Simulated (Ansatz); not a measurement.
**F2H6N2Si2: relaxing the structure**

What shape does F2H6N2Si2 take? The plan is to relax it.

Method: RKS PBE0-D4/def2-TZVP; program: Ansatz 0.2.0, Gaussian basis.

Plan: relaxation at PBE0-D4/def2-TZVP.

1 further run of the same task is left out (set aside as unsound or not needed).

### Step 1. The system as given

SMILES `N[SiH2][Si](N)(F)F`, 12 atoms, charge 0, spin multiplicity 1.

Atoms are counted from 1 here; the program's logs count them from 0.

Bond lengths: N1–Si2 1.727 Å, N1–H7 1.007 Å, N1–H8 1.008 Å, Si2–Si3 2.283 Å, Si2–H9 1.478 Å, Si2–H10 1.469 Å, Si3–N4 1.717 Å, Si3–F5 1.609 Å, Si3–F6 1.606 Å, N4–H11 1.006 Å, N4–H12 1.006 Å. Angles: Si2–N1–H7 118.5°, Si2–N1–H8 119.5°, H7–N1–H8 109.2°, N1–Si2–Si3 106.0°, N1–Si2–H9 114.7°, N1–Si2–H10 103.5°, Si3–Si2–H9 112.6°, Si3–Si2–H10 113.3°, H9–Si2–H10 106.5°, Si2–Si3–N4 124.5°, Si2–Si3–F5 111.9°, Si2–Si3–F6 109.2°, N4–Si3–F5 103.1°, N4–Si3–F6 104.0°, F5–Si3–F6 101.8°, Si3–N4–H11 119.4°, Si3–N4–H12 119.3°, H11–N4–H12 110.3°.

As a file:

```mol
F2H6N2Si2
  3D, bonds by distance, orders not assigned

 12 11  0  0  0  0  0  0  0  0999 V2000
    1.0404   -0.2468   -1.7048 N   0  0
    0.0618   -1.2042   -0.6522 Si  0  0
   -0.3671    0.1027    1.1700 Si  0  0
   -0.8306    1.7539    1.0938 N   0  0
    0.8688    0.1189    2.2004 F   0  0
   -1.5208   -0.5841    2.0515 F   0  0
    1.2332   -0.5937   -2.6305 H   0  0
    1.8651    0.2049   -1.3416 H   0  0
    0.6446   -2.5123   -0.2885 H   0  0
   -1.1333   -1.4881   -1.4580 H   0  0
   -0.1417    2.4506    0.8659 H   0  0
   -1.7205    1.9981    0.6940 H   0  0
  1  2  8  0
  2  3  8  0
  3  4  8  0
  3  5  8  0
  3  6  8  0
  1  7  8  0
  1  8  8  0
  2  9  8  0
  2 10  8  0
  4 11  8  0
  4 12  8  0
M  END
```

The start is a GFN2-xTB geometry.

### Step 2. Optimising with PBE0-D4/def2-TZVP

in.yaml reads:

```yaml
crystal:
  periodic: [false, false, false]
  atoms:
    - {symbol: N, position_ang: [1.040440, -0.246790, -1.704800]}
    - {symbol: Si, position_ang: [0.061800, -1.204150, -0.652250]}
    - {symbol: Si, position_ang: [-0.367120, 0.102650, 1.169970]}
    - {symbol: N, position_ang: [-0.830610, 1.753860, 1.093850]}
    - {symbol: F, position_ang: [0.868830, 0.118940, 2.200420]}
    - {symbol: F, position_ang: [-1.520820, -0.584100, 2.051470]}
    - {symbol: H, position_ang: [1.233250, -0.593670, -2.630520]}
    - {symbol: H, position_ang: [1.865090, 0.204860, -1.341570]}
    - {symbol: H, position_ang: [0.644650, -2.512260, -0.288500]}
    - {symbol: H, position_ang: [-1.133310, -1.488060, -1.458000]}
    - {symbol: H, position_ang: [-0.141730, 2.450580, 0.865950]}
    - {symbol: H, position_ang: [-1.720470, 1.998130, 0.693980]}
basis:
  gaussian: {orbitals: def2-TZVP}
hamiltonian: {xc: pbe0, dispersion: d4}
relax: {f_tol: 0.005, max_steps: 150}
```

The run is started by

```bash
$ ansatz run in.yaml --threads 2 --pin off --events-out ev --progress --plain --max-ram 20480MiB --backend cuda --devices 0, --max-vram 18GiB
```

Before running them: what should the planned runs give, taken together? Wanted: point group; shift from the start; total energy; dispersion term; dipole moment.

**Answer**, as computed:

| quantity | value |
| --- | --- |
| point group | C1 |
| steps | 48 |
| shift from the start (rms) | 0.442 Å |
| total energy | -24261.4579 eV |
| dispersion term | -247 meV |
| dipole moment | 3.27 D |

In words: The atoms moved 0.44 Å (rms) from the start; the bond that changed most is Si2–Si3, from 2.283 to 2.337 Å. No vibrations were run, so it is not proven to be a minimum. The largest Mulliken charge, +0.78 e, sits on Si3.
